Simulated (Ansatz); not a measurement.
# AlCo3: further runs on the relaxed cell

An exercise on one series of results from a longer session: the logs are not shown, and one member is left open.

Program: Ansatz 0.2.0. Level of theory: DFT PBEsol, scalar-relativistic, plane waves, PAW. These are calculated values, not measurements.

### The structure to begin with

The structure is hexagonal, space group P6_3/mmc (No. 194). Conventional cell: a = 5.001 Å, b = 5.001 Å, c = 4.043 Å, α = 90.00°, β = 90.00°, γ = 120.00°. Around Al (site symmetry -6m2) lie 12 Co at 2.49 to 2.50 Å. Around Co (site symmetry mm2) lie 8 Co at 2.48 to 2.52 Å and 4 Al at 2.49 to 2.50 Å.

Coordinates:

```cif
data_structure
_symmetry_space_group_name_H-M 'P6_3/mmc'
_symmetry_Int_Tables_number 194
_cell_length_a 5.0012
_cell_length_b 5.0012
_cell_length_c 4.0428
_cell_angle_alpha 90.000
_cell_angle_beta 90.000
_cell_angle_gamma 120.000
_cell_volume 87.57
loop_
_atom_site_label
_atom_site_type_symbol
_atom_site_symmetry_multiplicity
_atom_site_Wyckoff_symbol
_atom_site_fract_x
_atom_site_fract_y
_atom_site_fract_z
_atom_site_occupancy
Al1 Al 2 d 0.66667 0.33333 0.25000 1
Co1 Co 6 h 0.16520 0.33039 0.25000 1
```

It goes back to an entry of the Materials Project, which need not be the stable form.

It is the result of an earlier relaxation at this level (volume 10.95 Å³/atom; gap on the mesh: none (metal), site moments up to 1.3 μB).

The first run:

File input.yaml:

```yaml
crystal:
  lattice:
    - [4.9506344699, 0.0, 0.0]
    - [-2.4753172349, 4.2873752158, 0.0]
    - [0.0, 0.0, 4.0020053798]
  atoms:
    - { symbol: Al, position: [0.6666666667, 0.3333333333, 0.25] }
    - { symbol: Al, position: [0.3333333333, 0.6666666667, 0.75] }
    - { symbol: Co, position: [0.1651963165, 0.3303926331, 0.25], spin: 1.42 }
    - { symbol: Co, position: [0.6696073669, 0.8348036835, 0.25], spin: 1.42 }
    - { symbol: Co, position: [0.1651963165, 0.8348036835, 0.25], spin: 1.42 }
    - { symbol: Co, position: [0.8348036835, 0.6696073669, 0.75], spin: 1.42 }
    - { symbol: Co, position: [0.3303926331, 0.1651963165, 0.75], spin: 1.42 }
    - { symbol: Co, position: [0.8348036835, 0.1651963165, 0.75], spin: 1.42 }
basis:
  ecutwfc: 420
kpoints:
  mp_grid: { grid: [12, 12, 10] }
hamiltonian:
  xc: pbesol
scf:
  occupations: { method: gaussian, width: 0.1 }
output:
  forces: true
  stress: true
  eigenvalues: true
  populations: true
magnetization:
  spin_polarized: true
relax:
  adjacent_minimum: "off"
  f_tol: 0.01
  max_steps: 30
  cell: { stress_tol: 0.1, fix: [volume] }
```

The run is started by

```sh
$ ansatz run input.yaml --threads 2 --pin off --max-ram 5120MiB --backend cpu --events-out ev --progress --plain --runs-dir out
```

Steps of the session up to this table: Volume × 0.97; Point at V/V0 = 1.03; The cell scaled to 0.94 of its volume; Point at V/V0 = 1.06; Volume × 0.91.

One of the session's tables, all rows but one given; the rest of the session is left out.

It belongs to the step «Equation of state». 

```
volume (Å³/atom)  energy above the lowest point (meV/atom)  pressure (GPa)  largest moment (μB)
           9.961                                      69.1           24.56                 1.21
          10.290                                      28.7           14.97                 1.24
          10.618                                         ?               ?                    ?
          10.946                                       0.0            0.00                 1.29
          11.275                                       6.1           -5.78                 1.32
          11.603                                      23.2          -10.68                 1.35
```

**Question.** Estimate the row for volume (Å³/atom) = 10.618.

Worked estimate for «energy above the lowest point (meV/atom)». A straight line through the neighbours (10.290, 28.7) and (10.946, 0.0) gives 28.7 + (0.0 − 28.7) × (10.618 − 10.290) / (10.946 − 10.290) = 14.3; a parabola fitted to 4 rows on both sides gives 6.6.

The run gave: energy above the lowest point (meV/atom): 6.7; pressure (GPa): 6.83; largest moment (μB): 1.26. In «energy above the lowest point (meV/atom)» the line misses by +7.6 and the parabola by -0.1.
